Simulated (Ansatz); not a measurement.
**CH7GaOSi: vertical ionisation energy**

An exercise on one series of results from a longer session: the logs are not shown, and one member is left open.

Program: Ansatz 0.2.0, Gaussian basis. Level of theory: unrestricted cation, the program's frozen cores in correlated methods. These are calculated values, not measurements.

Levels to be run: UKS PBE-D4/def2-TZVPP; UKS r2SCAN-D4/def2-TZVPP; UKS PBE0-D4/def2-TZVPP; UKS B3LYP-D4/def2-TZVPP; UKS wB97X-V/def2-TZVPP; UKS wB97M-V/def2-TZVPP; UKS B2PLYP/def2-TZVPP; UHF-CCSD(T)/def2-TZVPP; UHF-MP2/def2-QZVPP; extrapolation to the limit; then −ε(HOMO) from the neutral's earlier runs with LDA (SPW92), PBE-D4, revPBE-D4, BLYP-D4, r2SCAN-D4, B97M-V, PBE0-D4, B3LYP-D4, r2SCANh-D4, r2SCAN0-D4, HSE06-D4, BHLYP-D4, CAM-B3LYP-D4, LC-ωPBE, ωB97X-V, ωB97M-V.

### Structure used throughout

All runs share one geometry, relaxed beforehand with PBE0-D4 in a triple-zeta def2 set.

SMILES `O[SiH2][CH2][GaH2]`, 11 atoms, charge 0, spin multiplicity 1.

Atoms are counted from 1 here; the program's logs count them from 0.

Bond lengths: O1–Si2 1.699 Å, O1–H5 0.958 Å, Si2–C3 1.831 Å, Si2–H6 1.487 Å, Si2–H7 1.488 Å, C3–Ga4 2.024 Å, C3–H8 1.090 Å, C3–H9 1.090 Å, Ga4–H10 1.572 Å, Ga4–H11 1.570 Å. Angles: Si2–O1–H5 124.5°, O1–Si2–C3 97.0°, O1–Si2–H6 108.1°, O1–Si2–H7 108.0°, C3–Si2–H6 117.6°, C3–Si2–H7 116.3°, H6–Si2–H7 108.6°, Si2–C3–Ga4 94.9°, Si2–C3–H8 113.8°, Si2–C3–H9 113.4°, Ga4–C3–H8 112.3°, Ga4–C3–H9 112.2°, H8–C3–H9 109.7°, C3–Ga4–H10 117.9°, C3–Ga4–H11 118.8°, H10–Ga4–H11 121.8°.

The first run:

in.yaml

```yaml
crystal:
  periodic: [false, false, false]
  atoms:
    - {symbol: O, position_ang: [-0.888356, 0.844765, -0.713824]}
    - {symbol: Si, position_ang: [-0.412363, 0.763717, 0.914971]}
    - {symbol: C, position_ang: [0.840008, -0.557629, 0.715320]}
    - {symbol: Ga, position_ang: [0.423346, -0.898488, -1.235720]}
    - {symbol: H, position_ang: [-1.680120, 1.283882, -1.026671]}
    - {symbol: H, position_ang: [0.066257, 2.110584, 1.324811]}
    - {symbol: H, position_ang: [-1.610740, 0.418423, 1.726493]}
    - {symbol: H, position_ang: [1.865070, -0.218378, 0.866369]}
    - {symbol: H, position_ang: [0.648127, -1.433505, 1.335876]}
    - {symbol: H, position_ang: [-0.626721, -2.017454, -1.578602]}
    - {symbol: H, position_ang: [1.375502, -0.295927, -2.329022]}
basis:
  gaussian: {orbitals: def2-TZVPP}
total_charge: 1
magnetization: {spin_polarized: true, initial_magnetization: 1}
hamiltonian: {xc: pbe, dispersion: d4}
```

Run with:

```
> ansatz run in.yaml --threads 2 --pin off --events-out ev --progress --plain --max-ram 22528MiB --backend cpu
```

Among the steps run: Cation, UKS PBE-D4/def2-TZVPP; Cation, UKS r2SCAN-D4/def2-TZVPP; Cation, UKS PBE0-D4/def2-TZVPP; Cation, UKS B3LYP-D4/def2-TZVPP; Cation, UKS wB97X-V/def2-TZVPP; Cation, UKS wB97M-V/def2-TZVPP; Cation, UKS B2PLYP (frozen core)/def2-TZVPP; Cation, UHF-CCSD(T)/def2-TZVPP; Cation, UHF-MP2/def2-QZVPP.

One of the session's tables, all rows but one given; the rest of the session is left out.

It belongs to the step «Ionisation energies side by side». Orbital estimates, from the neutral's runs:

| functional | −ε(HOMO) (eV) |
| --- | --- |
| LDA (SPW92) | 6.45 |
| PBE-D4 | 6.32 |
| revPBE-D4 | 6.27 |
| BLYP-D4 | 6.16 |
| r2SCAN-D4 | 6.56 |
| B97M-V | 6.67 |
| PBE0-D4 | 7.46 |
| B3LYP-D4 | 7.23 |
| r2SCANh-D4 | 6.98 |
| r2SCAN0-D4 | 7.63 |
| HSE06-D4 | 7.07 |
| BHLYP-D4 | ? |
| CAM-B3LYP-D4 | 8.75 |
| LC-ωPBE | 10.12 |
| ωB97X-V | 9.76 |
| ωB97M-V | 9.62 |

Q: Estimate the row for BHLYP-D4 from the others.

Worked estimate for «−ε(HOMO) (eV)». Against the share of exact exchange, BLYP-D4 (0, 6.16), B3LYP-D4 (0.2, 7.23) give a slope of 5.35 per unit share; at 0.5 the line stands at 8.83.

The run gave: −ε(HOMO) (eV): 8.48. In «−ε(HOMO) (eV)» the line misses by +0.35.
